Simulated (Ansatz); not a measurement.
# C2H8BSb: the cost of one run

Program: Ansatz 0.2.0. Level of theory: RKS PBE-D4/def2-SVP. These are calculated values, not measurements.

## Step 1: The structure to begin with

Bond lengths: B1–Sb2 2.177 Å, Sb2–C3 2.156 Å, Sb2–C4 2.160 Å, B1–H5 1.217 Å, B1–H6 1.221 Å, C3–H7 1.061 Å, C3–H8 1.164 Å, C3–H9 1.156 Å, C4–H10 1.173 Å, C4–H11 1.042 Å, C4–H12 1.098 Å. Angles (14 of 18 angles, heavy atoms first): B1–Sb2–C3 90.6°, B1–Sb2–C4 94.0°, C3–Sb2–C4 92.9°, Sb2–B1–H5 122.1°, Sb2–B1–H6 121.7°, Sb2–C3–H7 111.8°, Sb2–C3–H8 106.8°, Sb2–C3–H9 109.6°, Sb2–C4–H10 106.2°, Sb2–C4–H11 111.6°, Sb2–C4–H12 108.8°, H5–B1–H6 116.1°, H7–C3–H8 109.6°, H7–C3–H9 112.2°.

As a file:

```xyz
12

B    -1.4170    1.3121   -0.0268
Sb    0.7348    1.0178    0.1279
C     0.4373   -0.5727    1.5533
C     0.8206   -0.3484   -1.5430
H    -2.0471    0.9767   -1.0128
H    -2.0595    1.8392    0.8681
H    -0.3005   -1.2623    1.2264
H     1.4595   -1.1183    1.6681
H     0.1880   -0.1244    2.5897
H    -0.0843   -1.0830   -1.4112
H     1.7007   -0.9067   -1.5367
H     0.6446    0.2149   -2.4689
```

## Step 2: Relaxing end A

Input file input.yaml:

```yaml
crystal:
  periodic: [false, false, false]
  atoms:
    - { symbol: B, position_ang: [-1.417, 1.3121, -0.0268] }
    - { symbol: Sb, position_ang: [0.7348, 1.0178, 0.1279] }
    - { symbol: C, position_ang: [0.4373, -0.5727, 1.5533] }
    - { symbol: C, position_ang: [0.8206, -0.3484, -1.543] }
    - { symbol: H, position_ang: [-2.0471, 0.9767, -1.0128] }
    - { symbol: H, position_ang: [-2.0595, 1.8392, 0.8681] }
    - { symbol: H, position_ang: [-0.3005, -1.2623, 1.2264] }
    - { symbol: H, position_ang: [1.4595, -1.1183, 1.6681] }
    - { symbol: H, position_ang: [0.188, -0.1244, 2.5897] }
    - { symbol: H, position_ang: [-0.0843, -1.083, -1.4112] }
    - { symbol: H, position_ang: [1.7007, -0.9067, -1.5367] }
    - { symbol: H, position_ang: [0.6446, 0.2149, -2.4689] }
basis:
  gaussian: { orbitals: def2-SVP }
hamiltonian:
  xc: pbe
  dispersion: d4
relax:
  f_tol: 0.015
  max_steps: 40
```

Command:

```
$ ansatz run input.yaml --threads 2 --pin off --max-ram 3072MiB --backend cpu --events-out ev --progress --plain --runs-dir out
```

**Question.** How long does this run take on 2 threads of Arm Neoverse N1, shared host, and how much memory does it need?

About 49 s, with a peak of 0.14 GiB.
